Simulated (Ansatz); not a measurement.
The system is GaF.

```
Ga F
1.0
     0.00000    2.84624    2.84624
     2.84624    0.00000    2.84624
     2.84624    2.84624    0.00000
Ga F
1 1
Direct
  0.25000 0.25000 0.25000
  0.00000 0.00000 0.00000
```

The cell was built by a generator and needn't be a form met in nature.

* Program: Ansatz 0.2.0
* Task: relaxation of cell and atoms
* Functional: PBEsol0
* Potentials or basis: Ansatz PAW
* Cutoff: 420 eV (not typed: the program's choice for these potentials)
* k mesh: 4 × 4 × 4
* Occupations: fermi-dirac, width 0.05 eV
* Spin: no spin polarisation

At the start: volume 23.06 Å³/atom.

**Question.** How do energy, volume and symmetry change on relaxing?

**Answer.** It ends after 6 steps and the volume is 21.61 Å³/atom (-6.3 %); space group F-43m (No. 216, to 0.05 Å).

Step by step:
| step | energy change (eV) | largest force (eV/Å) | volume (Å³) |
| --- | --- | --- | --- |
| 1 | 0.0000 | 0.0000 | 46.12 |
| 2 | -0.0167 | 0.0000 | 44.10 |
| 3 | -0.0188 | 0.0000 | 43.32 |
| 4 | -0.0169 | 0.0000 | 43.32 |
| 5 | -0.0170 | 0.0000 | 43.21 |
| 6 | -0.0168 | 0.0000 | 43.21 |

Final structure:
```xyz
2
Lattice="0.0000 2.7853 2.7853 2.7853 0.0000 2.7853 2.7853 2.7853 0.0000" Properties=species:S:1:pos:R:3 pbc="T T T"
Ga    1.3926    1.3926    1.3926
F     0.0000    0.0000    0.0000
```

Caveat: the k mesh is coarse (spacing up to 0.48 Å⁻¹), so the values aren't converged, least of all with exact exchange; the plane-wave basis is chosen anew once the cell has moved, so the energies of steps on either side of that aren't comparable; the PAW data sets come from PBE, with cores solved anew for the run's functional, which leaves a small shift of forces and pressure.
